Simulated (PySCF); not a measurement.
# CrH₄O₄ (-2): ligand-field states, part 2 of 2

PySCF 2.14.0. Atoms count from 0. Earlier steps stand in the parts before.

### Step 5. Ligand-field states: state-averaged CASSCF (avg hs) in water

The job: settings as JSON, then the geometry in Å.

```
{"job": {"kind": "lf", "basis": {"metal": "x2c-TZVPall", "ligand": "x2c-SVPall"}, "nevpt": true, "solvent": "water", "avg": "hs"}, "charge": -2, "metal": "Cr", "open_shell": "d4"}
Cr     0.000000     0.000000     0.000000
O      2.002397    -0.000000     0.027121
H      2.244118     0.929098     0.062749
O     -2.002397    -0.000000     0.027121
H     -2.244118    -0.929098     0.062749
O      0.000000     2.002397    -0.027121
H     -0.929098     2.244118    -0.062749
O      0.000000    -2.002397    -0.027121
H      0.929098    -2.244118    -0.062749
```

Method: state-averaged CASSCF of the metal d shell, SC-NEVPT2 on the averaged canonical orbitals, state-interaction spin-orbit coupling.

Standard output:

```text
basis functions 124, electrons 62, active (4e, 5o)
stage 1: DIIS on the effective Fock matrix, level shift 0.30
cycle   1  E = -1350.2752812861  dE = -1.350e+03  max|g| = 1.535e+00
cycle   2  E = -1350.3283846937  dE = -5.310e-02  max|g| = 1.208e+00
cycle   3  E = -1351.2350326542  dE = -9.066e-01  max|g| = 9.817e-01
cycle   4  E = -1351.5730944015  dE = -3.381e-01  max|g| = 1.719e-01
cycle   5  E = -1351.6170475171  dE = -4.395e-02  max|g| = 8.031e-02
cycle   6  E = -1351.6271578447  dE = -1.011e-02  max|g| = 3.740e-02
cycle   7  E = -1351.6288110030  dE = -1.653e-03  max|g| = 4.403e-02
cycle   8  E = -1351.6287456711  dE =  6.533e-05  max|g| = 3.864e-02
cycle   9  E = -1351.6298642652  dE = -1.119e-03  max|g| = 2.621e-02
cycle  10  E = -1351.6302735584  dE = -4.093e-04  max|g| = 1.169e-02
cycle  11  E = -1351.6303695212  dE = -9.596e-05  max|g| = 9.759e-03
...
cycle  32  E = -1351.6304723815  dE = -4.659e-09  max|g| = 7.505e-05
cycle  33  E = -1351.6304723854  dE = -3.929e-09  max|g| = 6.426e-05
cycle  34  E = -1351.6304723881  dE = -2.621e-09  max|g| = 4.782e-05
cycle  35  E = -1351.6304723897  dE = -1.678e-09  max|g| = 3.760e-05
cycle  36  E = -1351.6304723907  dE = -9.104e-10  max|g| = 2.905e-05
cycle  37  E = -1351.6304723910  dE = -3.124e-10  max|g| = 2.625e-05
cycle  38  E = -1351.6304723912  dE = -2.451e-10  max|g| = 2.325e-05
cycle  39  E = -1351.6304723915  dE = -2.692e-10  max|g| = 1.759e-05
cycle  40  E = -1351.6304723916  dE = -1.521e-10  max|g| = 1.552e-05
stage 2: quasi-Newton rotations from the point of smallest gradient
cycle  42  E = -1351.6304723920  dE = -3.786e-10  max|g| = 6.111e-06
converged average energy = -1351.6304723920

 mult deg   label        CASSCF/cm-1   NEVPT2/cm-1
   5   1   5B                  0.0           0.0
   3   2   3E              19393.0       15405.4
   3   1   3B              19781.5       17731.1
   5   1   5B              16241.8       18930.4
   3   1   3A              21304.3       19380.6
   3   1   3A              23802.6       21246.0
   3   2   3E              24627.2       21645.0
   3   1   3B              25223.1       21998.7
   5   2   5E              19949.9       22002.5
   3   1   3A              26308.5       22763.2
   1   1   1A              27908.0       23208.0
   1   2   1E              28538.2       24962.9
   3   2   3E              26953.7       25161.3
   1   1   1A              31182.5       26346.1
   1   1   1B              29322.8       26853.6
   5   1   5A              24023.0       27564.8
   3   1   3B              31613.2       28730.8
   1   1   1B              34502.7       30609.4
   1   1   1A              35070.6       31123.2
   3   1   3A              33014.6       31288.1
   1   2   1E              36971.3       32116.4
   3   2   3E              34677.0       32607.3
   3   2   3E              33992.0       32754.0
   1   2   1E              35815.8       33026.9
   1   1   1B              38419.5       33942.9
   1   1   1B              39925.4       34699.1
   3   1   3B              35933.1       36407.2
   3   1   3A              37533.1       36754.8
   1   1   1A              39067.2       36826.4
   3   1   3A              43344.2       38818.3
   3   1   3A              40311.6       39864.2
   1   1   1A              43489.0       40314.9
   3   2   3E              41056.7       40802.3
   1   1   1A              43950.9       41707.8
   1   2   1E              44322.4       41713.9
   3   1   3B              43037.1       41886.9
   3   1   3B              42378.5       42218.1
   1   1   1B              45466.0       42652.8
   3   2   3E              42722.4       43080.5
   1   2   1E              46304.7       44366.0
   3   2   3E              47780.1       45607.7
   3   2   3E              48601.7       46399.6
   3   1   3A              45727.3       46480.2
   1   1   1B              47843.6       46504.0
   3   1   3B              50839.7       48793.6
   1   1   1A              54555.0       49901.6
   1   1   1A              53930.1       50493.1
   3   1   3A              52037.4       50549.2
   3   1   3B              53583.9       51422.3
   1   1   1B              53893.6       51693.9
   1   2   1E              55667.9       52156.6
   1   1   1B              58640.0       54054.8
   1   2   1E              58535.6       56212.9
   1   1   1A              59100.4       56990.8
   1   2   1E              62133.9       57372.9
   1   1   1B              59472.5       57813.9
   1   1   1B              69722.3       63150.4
   3   1   3A              65579.0       63253.7
   3   1   3B              69226.1       63303.9
   3   2   3E              66719.2       64153.5

spin-orbit levels / cm-1
      0.00  x2  5B 1.00
      4.35  x2  5B 1.00
      5.80  x1  5B 1.00
  15307.11  x1  3E 1.00
  15315.31  x1  3E 1.00
  15409.98  x2  3E 1.00
  15489.69  x1  3E 1.00
  15506.20  x1  3E 1.00
  17730.99  x2  3B 1.00
  17737.63  x1  3B 1.00
  18910.86  x1  5B 0.99
  18915.91  x2  5B 0.99
  18931.09  x1  5B 1.00
  18931.22  x1  5B 1.00
  19375.00  x2  3A 1.00
  19381.70  x1  3A 1.00
  21203.79  x1  3A 0.89 3E 0.07 5E 0.04
  21218.15  x2  3A 0.93 3E 0.04
  21506.94  x1  3E 0.78 5E 0.19
  21545.49  x2  3E 0.76 5E 0.18 3A 0.04
  21569.43  x1  3E 0.86 5E 0.14
  21575.48  x1  3E 0.87 5E 0.12
  21587.56  x1  3E 0.74 5E 0.15 3A 0.11
  21878.59  x2  5E 0.93
  21937.19  x2  3B 0.70 5E 0.30
  21940.63  x1  3B 0.71 5E 0.28
  22016.92  x1  5E 0.76 3E 0.20
  22056.30  x1  5E 0.81 3E 0.18
  22118.10  x2  5E 0.85 3E 0.14
  22143.90  x1  5E 0.86 3E 0.14
```

It took 7.7 s on 1 thread of Arm Neoverse V2, shared host; peak memory 0.66 GiB.

Key values:

```
             quantity     value
spin-orbit constant ζ  232 cm⁻¹
```

Powder susceptibility:

```
T (K)  χT (cm³ K/mol)  μ(eff)
    2           2.541    4.51
   20           2.965    4.87
  100           2.978    4.88
  300           2.987    4.89
```

### Step 6. The runs side by side

From the NEVPT2 states (cm⁻¹; the spread is that of the fitted one-electron ligand-field levels):

```
step            setting  ground state   next state  orbital spread  Racah B    ζ  μ(eff), 300 K
   3           as given            5B  3E at 14788           26846      881  224           4.89
   4  basis x2c-TZVPall            5B  3E at 15214           25442      869  224           4.89
   5             avg hs            5B  3E at 15405           25965      882  232           4.89
```

### Step 7. Summary of results

This closing draws on all 2 parts.

| quantity | value |
| --- | --- |
| point group | S4 |
| rotational constants (main isotopes) | 3.60, 3.60, 1.80 GHz |
| spin-orbit constant ζ (step 3, state-averaged CASSCF in water) | 224 cm⁻¹ |
| ground multiplicity, μ(eff) at 300 K (step 3, 4 donors at 2.00 Å) | 5, 4.89 μB |
| ground multiplicity, μ(eff) at 300 K (step 4, 4 donors at 2.00 Å) | 5, 4.89 μB |
| ground multiplicity, μ(eff) at 300 K (step 5, 4 donors at 2.00 Å) | 5, 4.89 μB |

The optimisation took 16 steps and gained 0.825 eV; among the close pairs (by a distance rule), O5–H6 changed most, from 1.007 to 0.961 Å. In step 3, χT goes from 2.58 at 2 K to 2.99 cm³ K/mol at 300 K, as higher levels fill or mix in. The spread of the ligand-field levels runs from 25442 cm⁻¹ (basis x2c-TZVPall) to 26846 cm⁻¹ (as given); μ(eff) at 300 K: 4.89 μB.
